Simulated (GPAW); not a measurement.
# AlFe3B (Pm-3m) in GPAW: a series of runs

Aim: see how the results for AlFe3B move with the level of theory and the settings. Levels: r2SCAN, PBE. Tasks: equation of state.

Everything below comes from runs of GPAW 26.7.0. Logs are shortened: lines on timing, memory, paths and dates and some standing lists are left out, and cuts for length are marked. The log counts tension as positive stress, the text compression.

### 1 Starting point

Symmetry: Pm-3m, No. 221, cubic system. The conventional cell has a = 3.822 Å, b = 3.822 Å, c = 3.822 Å, α = 90.00°, β = 90.00°, γ = 90.00°. Fe (site symmetry 4/mmm) is surrounded by 2 B at 1.91 Å. Around Al (site symmetry m-3m) lie 12 Fe at 2.70 Å. Around B (site symmetry m-3m) lie 6 Fe at 1.91 Å.

The cell comes from a database or a generator and needn't be the stable form of this composition.

### 2 Equation of state, r2SCAN, collinear spin, ferromagnetic start

run.py reads:

```python
from ase import Atoms
from ase.eos import EquationOfState
from ase.io import Trajectory
from ase.units import GPa
from gpaw import GPAW, PW

atoms = Atoms(['Fe', 'Fe', 'Fe', 'Al', 'B'],
              cell=[[3.822322, 0.0, 0.0],
                    [0.0, 3.822322, 0.0],
                    [0.0, 0.0, 3.822322]],
              scaled_positions=[[0.0, 0.0, 0.5],
                                [0.0, 0.5, 0.0],
                                [0.5, 0.0, 0.0],
                                [0.5, 0.5, 0.5],
                                [0.0, 0.0, 0.0]],
              pbc=True)
atoms.set_initial_magnetic_moments([3.0, 3.0, 3.0, 0.0, 0.0])

traj = Trajectory('eos.traj', 'w')
volumes, energies = [], []
for x in [0.94, 0.96, 0.98, 1.0, 1.02, 1.04, 1.06]:
    a = atoms.copy()
    a.set_cell(atoms.cell * x**(1 / 3), scale_atoms=True)
    calc = GPAW(mode=PW(800),
                xc='MGGA_X_R2SCAN+MGGA_C_R2SCAN',
                kpts={'size': (6, 6, 6), 'gamma': True},
                occupations={'name': 'fermi-dirac', 'width': 0.05},
                nbands=33,
                convergence={'density': 1e-05, 'energy': 1e-05},
                maxiter=150,
                txt=f'eos-{x:.2f}.txt')
    a.calc = calc
    energies.append(a.get_potential_energy(force_consistent=True))
    volumes.append(a.get_volume())
    p = -a.get_stress()[:3].mean() / GPa
    calc.write(f'eos-{x:.2f}.gpw')
    traj.write(a)
    print(f'{x:.2f} {volumes[-1]:10.4f} A^3 {energies[-1]:14.6f} eV {p:9.3f} GPa', flush=True)

v0, e0, B = EquationOfState(volumes, energies, eos='birchmurnaghan').fit()
print(f'V0 = {v0:.4f} A^3, E0 = {e0:.6f} eV, B0 = {B / GPa:.2f} GPa')
```

Potentials or basis: GPAW PAW data sets (gpaw-data 1.2.1), pw.

Command:

```
$ OMP_NUM_THREADS=1 python run.py
```

Output:

```text
__  _  _
 | _ |_)|_||  |
 |__||  | ||/\| - 26.7.0

Input parameters:
  mode=PW(ecut=800.0),
  convergence={'density': 1e-05, 'energy': 1e-05},
  kpts=MonkhorstPack(size=(6, 6, 6), gamma=True),
  maxiter=150,
  nbands=33,
  occupations=Occupations(name='fermi-dirac', width=0.05),
  xc=XC(name='MGGA_X_R2SCAN+MGGA_C_R2SCAN')

Diagonalizing LCAO Hamiltonian
Converting LCAO to pw mode
   .--------.
  /|        |
 * |        |
 | |        |
 | |  Al    |
 Fe.--------.
 |Fe       /
 B---Fe---*

Atoms  # Å, Bohr magnetons
|   | symbol |        x |        y |        z |    initial magnetic moments |
|---|--------|----------|----------|----------|-----------------------------|
| 0 |     Fe | 0.000000 | 0.000000 | 1.872147 | ( 0.0000,  0.0000,  3.0000) |
| 1 |     Fe | 0.000000 | 1.872147 | 0.000000 | ( 0.0000,  0.0000,  3.0000) |
| 2 |     Fe | 1.872147 | 0.000000 | 0.000000 | ( 0.0000,  0.0000,  3.0000) |
| 3 |     Al | 1.872147 | 1.872147 | 1.872147 | ( 0.0000,  0.0000,  0.0000) |
| 4 |      B | 0.000000 | 0.000000 | 0.000000 | ( 0.0000,  0.0000,  0.0000) |

Unit cell  # Å
| periodic |        x |        y |        z |  lengths |    angles |
|----------|----------|----------|----------|----------|-----------|
|      yes | 3.744294 | 0.000000 | 0.000000 | 3.744294 | 90.000000 |
|      yes | 0.000000 | 3.744294 | 0.000000 | 3.744294 | 90.000000 |
|      yes | 0.000000 | 0.000000 | 3.744294 | 3.744294 | 90.000000 |

Number of symmetries: 48
Symmetry operations  # r_c * U_cc + t_c -> r_c
|    | kind |            matrix            |
|----|------|------------------------------|
|  0 |  E   |  1, 0, 0,  0, 1, 0,  0, 0, 1 |
|  1 |  σ   |  1, 0, 0,  0, 1, 0,  0, 0,-1 |
|  2 |  σ   |  1, 0, 0,  0, 0, 1,  0, 1, 0 |
|  3 |  C4  |  1, 0, 0,  0, 0, 1,  0,-1, 0 |
|  4 |  C4  |  1, 0, 0,  0, 0,-1,  0, 1, 0 |
|  5 |  σ   |  1, 0, 0,  0, 0,-1,  0,-1, 0 |
|  6 |  σ   |  1, 0, 0,  0,-1, 0,  0, 0, 1 |
|  7 |  C2  |  1, 0, 0,  0,-1, 0,  0, 0,-1 |
|  8 |  σ   |  0, 1, 0,  1, 0, 0,  0, 0, 1 |
|  9 |  C2  |  0, 1, 0,  1, 0, 0,  0, 0,-1 |
| 10 |  C3  |  0, 1, 0,  0, 0, 1,  1, 0, 0 |
| 11 |  S6  |  0, 1, 0,  0, 0, 1, -1, 0, 0 |
| 12 |  S6  |  0, 1, 0,  0, 0,-1,  1, 0, 0 |
| 13 |  C3  |  0, 1, 0,  0, 0,-1, -1, 0, 0 |
| 14 |  C4  |  0, 1, 0, -1, 0, 0,  0, 0, 1 |
| 15 |  S4  |  0, 1, 0, -1, 0, 0,  0, 0,-1 |
| 16 |  C3  |  0, 0, 1,  1, 0, 0,  0, 1, 0 |
| 17 |  S6  |  0, 0, 1,  1, 0, 0,  0,-1, 0 |
| 18 |  σ   |  0, 0, 1,  0, 1, 0,  1, 0, 0 |
| 19 |  C4  |  0, 0, 1,  0, 1, 0, -1, 0, 0 |
| 20 |  C2  |  0, 0, 1,  0,-1, 0,  1, 0, 0 |
| 21 |  S4  |  0, 0, 1,  0,-1, 0, -1, 0, 0 |
| 22 |  S6  |  0, 0, 1, -1, 0, 0,  0, 1, 0 |
| 23 |  C3  |  0, 0, 1, -1, 0, 0,  0,-1, 0 |
| 24 |  S6  |  0, 0,-1,  1, 0, 0,  0, 1, 0 |
| 25 |  C3  |  0, 0,-1,  1, 0, 0,  0,-1, 0 |
| 26 |  C4  |  0, 0,-1,  0, 1, 0,  1, 0, 0 |
| 27 |  σ   |  0, 0,-1,  0, 1, 0, -1, 0, 0 |
| 28 |  S4  |  0, 0,-1,  0,-1, 0,  1, 0, 0 |
| 29 |  C2  |  0, 0,-1,  0,-1, 0, -1, 0, 0 |
| 30 |  C3  |  0, 0,-1, -1, 0, 0,  0, 1, 0 |
| 31 |  S6  |  0, 0,-1, -1, 0, 0,  0,-1, 0 |
| 32 |  C4  |  0,-1, 0,  1, 0, 0,  0, 0, 1 |
| 33 |  S4  |  0,-1, 0,  1, 0, 0,  0, 0,-1 |
| 34 |  S6  |  0,-1, 0,  0, 0, 1,  1, 0, 0 |
| 35 |  C3  |  0,-1, 0,  0, 0, 1, -1, 0, 0 |
| 36 |  C3  |  0,-1, 0,  0, 0,-1,  1, 0, 0 |
| 37 |  S6  |  0,-1, 0,  0, 0,-1, -1, 0, 0 |
| 38 |  σ   |  0,-1, 0, -1, 0, 0,  0, 0, 1 |
| 39 |  C2  |  0,-1, 0, -1, 0, 0,  0, 0,-1 |
| 40 |  σ   | -1, 0, 0,  0, 1, 0,  0, 0, 1 |
| 41 |  C2  | -1, 0, 0,  0, 1, 0,  0, 0,-1 |
| 42 |  C2  | -1, 0, 0,  0, 0, 1,  0, 1, 0 |
| 43 |  S4  | -1, 0, 0,  0, 0, 1,  0,-1, 0 |
| 44 |  S4  | -1, 0, 0,  0, 0,-1,  0, 1, 0 |
| 45 |  C2  | -1, 0, 0,  0, 0,-1,  0,-1, 0 |
| 46 |  C2  | -1, 0, 0,  0,-1, 0,  0, 0, 1 |
| 47 |  i   | -1, 0, 0,  0,-1, 0,  0, 0,-1 |

BZ-sampling:
  Number of BZ points: 216
  Number of IBZ points: 20

  Monkhorst-Pack size: [6, 6, 6]
  Monkhorst-Pack shift: [0.08333333333333333, 0.08333333333333333, 0.08333333333333333]

K-points  # in reciprocal-cell coordinates
|     |                                coordinates |     weight |
|-----|--------------------------------------------|------------|
|   0 | (  0.00000000,   0.00000000,   0.00000000) | 0.00462963 |
|   1 | (  0.16666667,   0.00000000,   0.00000000) | 0.02777778 |
|   2 | (  0.16666667,   0.16666667,   0.00000000) | 0.05555556 |
|   3 | (  0.16666667,   0.16666667,   0.16666667) | 0.03703704 |
|   4 | (  0.33333333,   0.00000000,   0.00000000) | 0.02777778 |
|   5 | (  0.33333333,   0.16666667,   0.00000000) | 0.11111111 |
|   6 | (  0.33333333,   0.16666667,   0.16666667) | 0.11111111 |
|   7 | (  0.33333333,   0.33333333,   0.00000000) | 0.05555556 |
|   8 | (  0.33333333,   0.33333333,   0.16666667) | 0.11111111 |
|   9 | (  0.33333333,   0.33333333,   0.33333333) | 0.03703704 |
| ... |                                            |            |
|  19 | (  0.50000000,   0.50000000,   0.50000000) | 0.00462963 |

Plane wave coefficients: 2730
Cutoff: 800.0 eV

Spin-components: 2 (collinear spins)
Bands:           33
Projectors:      28
Spin-degeneracy: 1
Datatype:        complex128

Parallelization:
  kpt:    1
  domain: 1
  band:   1

Density:
  Valence electrons: 30.0
  Components: 2
  Grid points: [25 25 25]
  Charge: 0.0  # |e|

Potential:
  Grid points: [25 25 25]

species:
  Fe:
    name:    Iron
    Z:       26.0
    valence: 8
    core:    18
    charge:  0.0  # [|e|]
    compensation charges:
      type: gauss
      rc: 0.33  # [Å]
      lmax: 2
    cutoffs:
      filter: 2.06  # [Å]
      core: 2.67  # [Å]
    projectors
    | kind |    occ | energy [eV] | rcut [Å] |
    |------|--------|-------------|----------|
    |   4s |  2.000 |      -5.291 |    1.164 |
    |   4p |  0.000 |      -1.326 |    1.058 |
    |   3d |  6.000 |      -7.505 |    1.058 |
    |    s |        |      21.920 |    1.164 |
    |    p |        |      25.885 |    1.058 |
    |    d |        |      19.706 |    1.058 |

    Using partial waves for Fe as LCAO basis

  Al:
    name:    Aluminium
    Z:       13.0
    valence: 3
    core:    10
    charge:  0.0  # [|e|]
    compensation charges:
      type: gauss
      rc: 0.34  # [Å]
      lmax: 2
    cutoffs:
      filter: 1.91  # [Å]
      core: 2.36  # [Å]
    projectors
    | kind |    occ | energy [eV] | rcut [Å] |
    |------|--------|-------------|----------|
    |   3s |  2.000 |      -7.753 |    1.085 |
    |   3p |  1.000 |      -2.712 |    1.085 |
    |    s |        |      19.459 |    1.085 |
    |    p |        |      24.499 |    1.085 |
    |    d |        |       0.000 |    1.085 |

    Using partial waves for Al as LCAO basis

  B:
    name:    Boron
    Z:       5.0
    valence: 3
    core:    2
    charge:  0.0  # [|e|]
    compensation charges:
      type: gauss
      rc: 0.20  # [Å]
      lmax: 2
    cutoffs:
      filter: 1.14  # [Å]
      core: 1.38  # [Å]
    projectors
    | kind |    occ | energy [eV] | rcut [Å] |
    |------|--------|-------------|----------|
    |   2s |  2.000 |      -9.443 |    0.635 |
    |   2p |  1.000 |      -3.606 |    0.635 |
    |    s |        |      17.768 |    0.635 |
    |    p |        |      23.605 |    0.635 |
    |    d |        |       0.000 |    0.635 |

    Using partial waves for B as LCAO basis

Reference energy: -111131.276632  # eV

eigensolver:
  PPCG
  Converge bands: occupied
  niter=2

density mixing:
  MSR1-Mixer
  Pratt-step length: 0.05
  Maximum mixing coefficient: 0.75
  Old densities: 10
  SVD Regularization: 0.005
  Good broyden scale: 1.0
  Trust region scale: 1.0
  Backstep threshold: 4.0
  History deletion threshold: 6.0
  Fourier metric: weight=20.0, sigma=0.015

occupation numbers:
  Fermi-Dirac:
    width: 0.0500  # eV

poisson solver:
  ecut: 6400.0  # eV

xc functional:
  name: MGGA_X_R2SCAN+MGGA_C_R2SCAN with 2 nearest neighbor stencil

convergence criteria:
- Maximum integral of absolute [dens]ity change: 1e-05 electrons / valence electron
- Maximum [total energy] change in last 3 cyles: 1e-05 eV / valence electron
- Maximum integral of absolute [eigenst]ate change: 4e-08 eV^2 / valence electron
maximum number of iterations: 150

SCF iterations
|iter     | |      energy | eigst |  dens |  magmom |
|---------|-|-------------|-------|-------|---------|
|iter:   1| |  -56.962397 | +0.62 |       |  +9.0232|
|iter:   2| |  -57.238340 | -0.84 | -0.79 |  +8.9263|
|iter:   3| |  -56.713094 | -1.12 | -0.82 |  +7.5719|
|iter:   4| |  -56.868246 | -1.91 | -1.17 |  +6.7522|
|iter:   5| |  -56.940112 | -2.77 | -1.45 |  +6.2713|
|iter:   6| |  -56.975840 | -2.77 | -1.65 |  +5.5121|
|iter:   7| |  -56.978727 | -3.98 | -2.19 |  +5.5202|
|iter:   8| |  -56.979810 | -4.21 | -2.44 |  +5.4535|
|iter:   9| |  -56.979573 | -4.36 | -2.74 |  +5.3860|
|iter:  10| |  -56.979342 | -5.02 | -3.08 |  +5.3619|
|iter:  11| |  -56.979458c| -6.02 | -3.58 |  +5.3639|
|iter:  12| |  -56.979583c| -6.34 | -3.90 |  +5.3712|
|iter:  13| |  -56.979616c| -7.31 | -4.38 |  +5.3738|
|iter:  14| |  -56.979629c| -8.07c| -4.81 |  +5.3748|
|iter:  15| |  -56.979634c| -7.93c| -5.28c|  +5.3753|

Converged in 15 steps
Energy contributions relative to reference atoms: (reference = -111131.276632)

Energy contributions:
  Kinetic:          56.508362
  Coulomb:         -44.106544
  Zero:              0.260538
  External:          0.000000
  Xc:              -69.623606
  Entropy:          -0.036768
  Spinorbit:         0.000000
  ----------------------------
  Free energy:     -56.998018
  Extrapolated:    -56.979634

dipole moment: (-24.023194, -24.023194, -24.023194)  # |e|*Ang

Total magnetic moment: (0.000000, 0.000000, 5.375260)

Local magnetic moments
|        x |        y |         z |
|----------|----------|-----------|
| 0.000000 | 0.000000 |  1.990661 |  # Fe   0
| 0.000000 | 0.000000 |  1.990661 |  # Fe   1
| 0.000000 | 0.000000 |  1.990661 |  # Fe   2
| 0.000000 | 0.000000 | -0.109449 |  # Al   3
| 0.000000 | 0.000000 | -0.085562 |  # B    4

Fermi level: 10.203
Eigenvalues  # (at kpt = [0.000, 0.000, 0.000])
| band index |      eig [eV] | occ [0-1] |      eig [eV] | occ [0-1] |
|------------|---------------|-----------|---------------|-----------|
|          0 |        -1.785 |     1.000 |        -2.142 |     1.000 |
|        ... |               |           |               |           |
|          7 |         7.742 |     1.000 |         7.698 |     1.000 |
|          8 |         7.742 |     1.000 |         7.698 |     1.000 |
|          9 |         7.742 |     1.000 |         7.698 |     1.000 |
|         10 |         8.057 |     1.000 |        10.576 |     0.001 |
|         11 |         8.057 |     1.000 |        10.576 |     0.001 |
|         12 |         8.057 |     1.000 |        10.934 |     0.000 |
|         13 |         8.373 |     1.000 |        10.934 |     0.000 |
|         14 |         8.373 |     1.000 |        10.934 |     0.000 |
|         15 |         9.183 |     1.000 |        11.856 |     0.000 |
|         16 |         9.259 |     1.000 |        12.283 |     0.000 |
|         17 |         9.259 |     1.000 |        12.283 |     0.000 |
|         18 |         9.259 |     1.000 |        12.283 |     0.000 |
|         19 |        15.178 |     0.000 |        14.979 |     0.000 |
|         20 |        15.339 |     0.000 |        14.979 |     0.000 |
|         21 |        15.339 |     0.000 |        14.979 |     0.000 |
|        ... |               |           |               |           |
|         32 |        28.990 |     0.000 |        29.052 |     0.000 |

No gap
No difference between direct/indirect transitions

Stress tensor  # eV/Ang^3
|         x |         y |         z |
|-----------|-----------|-----------|
| -0.098700 |  0.000000 |  0.000000 |
|  0.000000 | -0.098700 |  0.000000 |
|  0.000000 |  0.000000 | -0.098700 |

# Writing to eos-0.94.gpw (mode='')
```

Wall time 26 min (1 thread of Arm Neoverse V2, shared host); peak memory 1 GiB.

Results:

| Item | Value |
| --- | --- |
| Equilibrium volume | 11.56 Å³/atom (rough: see the caveat) |
| Bulk modulus | 122 GPa (rough) |

Energy against volume, from the lowest point:
| volume (Å³/atom) | energy (meV/atom) |
| --- | --- |
| 10.499 | 49.20 |
| 10.722 | 28.83 |
| 10.946 | 14.40 |
| 11.169 | 5.71 |
| 11.392 | 1.05 |
| 11.616 | 0.00 |
| 11.839 | 2.57 |

Caveat: the fit is doubtful: noisy points or a state that changes with volume; the points scatter about the fit; the PAW data sets were made with another functional, which shifts forces and pressure a little.

### 3 Equation of state, PBE, collinear spin, ferromagnetic start

run.py, as its differences from that of step 2:

```diff
@@ -24,3 +24,3 @@
     calc = GPAW(mode=PW(800),
-                xc='MGGA_X_R2SCAN+MGGA_C_R2SCAN',
+                xc='PBE',
                 kpts={'size': (6, 6, 6), 'gamma': True},
```

Potentials or basis: GPAW PAW data sets (gpaw-data 1.2.1), pw.

Command:

```
$ OMP_NUM_THREADS=1 python run.py
```

Output:

```text
__  _  _
 | _ |_)|_||  |
 |__||  | ||/\| - 26.7.0

Input parameters:
  mode=PW(ecut=800.0),
  convergence={'density': 1e-05, 'energy': 1e-05},
  kpts=MonkhorstPack(size=(6, 6, 6), gamma=True),
  maxiter=150,
  nbands=33,
  occupations=Occupations(name='fermi-dirac', width=0.05),
  xc=XC(name='PBE')

Diagonalizing LCAO Hamiltonian
Converting LCAO to pw mode
   .--------.
  /|        |
 * |        |
 | |        |
 | |  Al    |
 Fe.--------.
 |Fe       /
 B---Fe---*

Atoms  # Å, Bohr magnetons
|   | symbol |        x |        y |        z |    initial magnetic moments |
|---|--------|----------|----------|----------|-----------------------------|
[... 260 lines left out ...]
| 0.000000 | 0.000000 |  1.418893 |  # Fe   0
| 0.000000 | 0.000000 |  1.418893 |  # Fe   1
| 0.000000 | 0.000000 |  1.418893 |  # Fe   2
| 0.000000 | 0.000000 | -0.074390 |  # Al   3
| 0.000000 | 0.000000 | -0.049589 |  # B    4

Fermi level: 10.028
Eigenvalues  # (at kpt = [0.000, 0.000, 0.000])
| band index |      eig [eV] | occ [0-1] |      eig [eV] | occ [0-1] |
|------------|---------------|-----------|---------------|-----------|
|          0 |        -1.125 |     1.000 |        -1.132 |     1.000 |
|        ... |               |           |               |           |
|          7 |         8.179 |     1.000 |         8.107 |     1.000 |
|          8 |         8.179 |     1.000 |         8.107 |     1.000 |
|          9 |         8.179 |     1.000 |         8.107 |     1.000 |
|         10 |         8.452 |     1.000 |        10.206 |     0.028 |
|         11 |         8.452 |     1.000 |        10.206 |     0.028 |
|         12 |         8.452 |     1.000 |        10.239 |     0.014 |
|         13 |         9.086 |     1.000 |        10.239 |     0.014 |
|         14 |         9.086 |     1.000 |        10.239 |     0.014 |
|         15 |         9.921 |     0.895 |        11.351 |     0.000 |
|         16 |         9.992 |     0.673 |        11.522 |     0.000 |
|         17 |         9.992 |     0.673 |        11.522 |     0.000 |
|         18 |         9.992 |     0.673 |        11.522 |     0.000 |
|         19 |        15.031 |     0.000 |        14.829 |     0.000 |
|         20 |        15.031 |     0.000 |        14.829 |     0.000 |
|         21 |        15.031 |     0.000 |        14.829 |     0.000 |
|        ... |               |           |               |           |
|         32 |        28.031 |     0.000 |        27.997 |     0.000 |

No gap
No difference between direct/indirect transitions

Stress tensor  # eV/Ang^3
|         x |         y |         z |
|-----------|-----------|-----------|
| -0.090316 |  0.000000 |  0.000000 |
|  0.000000 | -0.090316 |  0.000000 |
|  0.000000 |  0.000000 | -0.090316 |

# Writing to eos-0.94.gpw (mode='')
```

It took 10 min on 1 thread of Arm Neoverse V2, shared host; peak memory 0.52 GiB.

Results:

```
Equilibrium volume                      : 11.24 Å³/atom
Bulk modulus                            : 189 GPa
Pressure derivative of the bulk modulus : 4.3
```

Energy against volume, from the lowest point:
| volume (Å³/atom) | energy (meV/atom) |
| --- | --- |
| 10.499 | 32.71 |
| 10.722 | 15.32 |
| 10.946 | 4.61 |
| 11.169 | 0.00 |
| 11.392 | 0.80 |
| 11.616 | 6.51 |
| 11.839 | 16.61 |
